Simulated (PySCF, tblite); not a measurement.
# C₆H₈OSi: geometry, infrared bands and NMR shifts

Aim: predict the infrared bands and NMR shifts of C₆H₈OSi (`C#C[C@@H]1C(=O)[SiH2][C@@H]1C`).

The runs use tblite 0.8.0 and PySCF 2.14.0, with density-fitted response routines of our own; the level of theory stands in each step. All values are computed, except where a source is named. Atoms count from 0, in the outputs and in this text.

## 1. The starting structure

16 atoms, charge 0, multiplicity 1; geometry from: force field or distance geometry start.

Bonds of the start (Å): C0–C1 1.22, C1–C2 1.48, C2–C3 1.51, C3–O4 1.22, C3–Si5 1.85, Si5–C6 1.85, C6–C7 1.49, C6–C2 1.51, C0–H8 1.06, C2–H9 1.09, Si5–H10 1.44, Si5–H11 1.47, C6–H12 1.11, C7–H13 1.12, C7–H14 1.09, C7–H15 1.13.

## 2. Optimising the geometry with GFN2-xTB

What the job is given:

```
{"job": {"kind": "relax", "xc": "GFN2-xTB", "basis": "xTB"}, "charge": 0, "multiplicity": 1}
C      2.071400     0.680100     1.527100
C      1.208700    -0.047700     1.074000
C      0.178600    -0.949000     0.523900
C      0.672100    -1.473700    -0.807700
O      1.030800    -2.560600    -1.234100
Si     0.483900     0.258800    -1.428400
C     -0.888300    -0.250400    -0.290300
C     -1.675600     0.830800     0.368400
H      2.814100     1.329700     1.917500
H     -0.156800    -1.706800     1.237700
H      0.173000     0.402700    -2.829900
H      1.430100     1.208200    -0.831400
H     -1.580700    -0.946700    -0.815400
H     -1.993900     0.439800     1.362900
H     -1.169100     1.794200     0.465200
H     -2.605600     0.999400    -0.250900
```

Launch:

```bash
> OMP_NUM_THREADS=1 python probes_run.py task.json out
```

One launch serves the whole session: the jobs run in the order shown.

**Question.** This job is followed by: GFN2-xTB harmonic vibrations, gas phase; GIAO PBE0/pcSseg-1 NMR shielding, non-relativistic, gas phase. What will the session give for the following? strongest single infrared mode (GFN2-xTB); zero-point energy (GFN2-xTB); 13C shifts against TMS (PBE0/pcSseg-1); 1H shifts against TMS (PBE0/pcSseg-1, means over atoms taken as alike); 17O shifts against H2O (PBE0/pcSseg-1); 29Si shifts against TMS (PBE0/pcSseg-1).

As calculated:

| quantity | value |
| --- | --- |
| strongest single infrared mode (GFN2-xTB) | 2303 cm⁻¹, 403 km/mol |
| zero-point energy (GFN2-xTB) | 72.1 kcal/mol |
| 13C shifts against TMS (PBE0/pcSseg-1) | 233.1, 87.4, 81.7, 63.0, 18.6, 17.2 ppm |
| 1H shifts against TMS (PBE0/pcSseg-1, means over atoms taken as alike) | 5.23, 5.09, 3.95, 2.15, 2.13, 1.65 ppm |
| 17O shifts against H2O (PBE0/pcSseg-1) | 834.2 ppm |
| 29Si shifts against TMS (PBE0/pcSseg-1) | -15.0 ppm |

**Reading.** Relaxing lowered the energy by 1.234 eV in 93 steps; the close pair that moved most is C3–Si5, from 1.850 to 1.933 Å. All 42 modes are real, so the xTB geometry is a minimum. The strongest single mode, at 2303 cm⁻¹, moves mainly H10. GFN2-xTB is a fitted tight-binding method: band positions and strengths are rough. Its intensities can rank the bands wrongly. At PBE0/pcSseg-1: The widest tensor belongs to O4: span 1640 ppm, with a paramagnetic part of -894 ppm.
